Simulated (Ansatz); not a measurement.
**Hf2N: biaxial strain in the a-b plane**

Aim: apply biaxial strain in the a-b plane to Hf2N from -3 to +3 %, where the length and tilt of c and the atoms relax, and follow energy, stress and any gap.

Computed with Ansatz 0.2.0 (DFT PBEsol, scalar-relativistic, plane waves, PAW, unless a step's input says otherwise).

2 further runs of the same task are left out: 2 set aside as unsound or not needed.

### Step 1. The structure to begin with

It takes space group P4_2/mnm (No. 136, tetragonal). Conventional cell: a = 5.296 Å, b = 5.296 Å, c = 3.227 Å, α = 90.00°, β = 90.00°, γ = 90.00°. Around Hf (site symmetry m2m) lie 3 N at 2.21 to 2.22 Å. Around N (site symmetry mmm) lie 6 Hf at 2.21 to 2.22 Å.

Coordinates:

```cif
data_structure
_symmetry_space_group_name_H-M 'P4_2/mnm'
_symmetry_Int_Tables_number 136
_cell_length_a 5.2955
_cell_length_b 5.2955
_cell_length_c 3.2274
_cell_angle_alpha 90.000
_cell_angle_beta 90.000
_cell_angle_gamma 90.000
_cell_volume 90.51
loop_
_atom_site_label
_atom_site_type_symbol
_atom_site_symmetry_multiplicity
_atom_site_Wyckoff_symbol
_atom_site_fract_x
_atom_site_fract_y
_atom_site_fract_z
_atom_site_occupancy
Hf1 Hf 4 f 0.29546 0.29546 0.00000 1
N1 N 2 a 0.00000 0.00000 0.00000 1
```

It goes back to an entry of the Materials Project, which need not be the stable form.

This cell was relaxed beforehand with the same method: volume 15.08 Å³/atom, gap on the mesh none (metal).

The unstrained cell was computed beforehand with the same settings: E(σ→0) = -63157.0926 eV for 6 atoms, gap none (metal).

### Step 2. The cell strained by -1.0 %

Contents of input.yaml:

```yaml
crystal:
  lattice:
    - [5.2425835368, 0.0, 0.0]
    - [0.0, 5.2425835368, 0.0]
    - [0.0, 0.0, 3.2468136757]
  atoms:
    - { symbol: Hf, position: [0.2954633021, 0.2954633021, 0.0] }
    - { symbol: Hf, position: [0.7045366979, 0.7045366979, 0.0] }
    - { symbol: Hf, position: [0.7954633021, 0.2045366979, 0.5] }
    - { symbol: Hf, position: [0.2045366979, 0.7954633021, 0.5] }
    - { symbol: "N", position: [0.0, 0.0, 0.0] }
    - { symbol: "N", position: [0.5, 0.5, 0.5] }
basis:
  ecutwfc: 420
kpoints:
  mp_grid: { grid: [8, 8, 12] }
hamiltonian:
  xc: pbesol
scf:
  occupations: { method: gaussian, width: 0.1 }
output:
  forces: true
  stress: true
  eigenvalues: true
relax:
  adjacent_minimum: "off"
  f_tol: 0.008
  max_steps: 40
  cell: { stress_tol: 0.015, fix: [a, b, gamma] }
```

Started as:

```console
$ ansatz run input.yaml --threads 1 --pin off --max-ram 2560MiB --backend cpu --events-out ev --progress --plain --runs-dir out
```

The session goes on with these runs: At +1.0 %; At -2.0 %; At +2.0 %; strain -3.0 %; the cell strained by +3.0 %.

What does the calculation give? Wanted: (1/V) d²E/dε² at zero strain, cubic fit; strain of the free axis c per applied strain.

As calculated:

| quantity | value |
| --- | --- |
| largest energy cost | 39.1 meV/atom at -3.0 % |
| (1/V) d²E/dε² at zero strain, cubic fit | 867 GPa |
| strain of the free axis c per applied strain | -0.53 |

In words: From the curvature follows twice the biaxial modulus: 867 GPa. Compression by 3 % costs 39.1 meV/atom and stretching 34.4. The free axis c moves against the applied strain (factor -0.53). Spin-orbit coupling is left out for Hf.
